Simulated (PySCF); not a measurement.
# C5H9Br (Bromocyclopentane): the cost of one run

Programs: PySCF 2.14.0, with density-fitted response routines of our own. Each step states its level of theory. These are calculated values for one molecule, in the gas phase or a continuum, unless marked as measured. Atoms count from 0, in the outputs and in this text.

## 1. Starting geometry

15 atoms, charge 0, multiplicity 1; geometry from: GFN2-xTB. The atoms were then displaced at random by about 0.01 Å, so the start is not that level's minimum.

Bonds of the start (Å): Br0–C1 1.97, C1–C2 1.51, C2–C3 1.50, C3–C4 1.57, C4–C5 1.54, C5–C1 1.52, C1–H6 1.10, C2–H7 1.12, C2–H8 1.06, C3–H9 1.09, C3–H10 1.10, C4–H11 1.11, C4–H12 1.10, C5–H13 1.09, C5–H14 1.08.

## 2. Relaxing the molecule at PBE0-D3(BJ)/def2-TZVP

The job: settings as JSON, then the geometry in Å.

```
{"job": {"xc": "PBE0", "basis": "def2-TZVP", "d3": "d3bj", "grid": 2, "shake": 0.01, "kind": "geom"}, "charge": 0, "multiplicity": 1}
Br     1.295520     1.866780     1.180600
C      0.767680     0.874420    -0.440200
C      1.096430    -0.591060    -0.262540
C      0.016000    -1.129390     0.621190
C     -1.217710    -0.191600     0.393750
C     -0.740540     0.877480    -0.600230
H      1.316330     1.361880    -1.254730
H      2.115110    -0.736600     0.184750
H      1.105450    -1.062810    -1.216590
H      0.281470    -1.120570     1.682180
H     -0.267570    -2.163200     0.370830
H     -1.488280     0.292800     1.350540
H     -2.116790    -0.704920     0.019280
H     -0.987310     0.571190    -1.614180
H     -1.191140     1.838210    -0.421920
```

Command:

```sh
> OMP_NUM_THREADS=1 python probes_run.py task.json out
```

This one command runs all jobs of the session in turn.

Q: Estimate the wall time and peak memory of this first job on 1 thread of Arm Neoverse V1, shared host.

About 7.5 min, with a peak of 1.4 GiB.
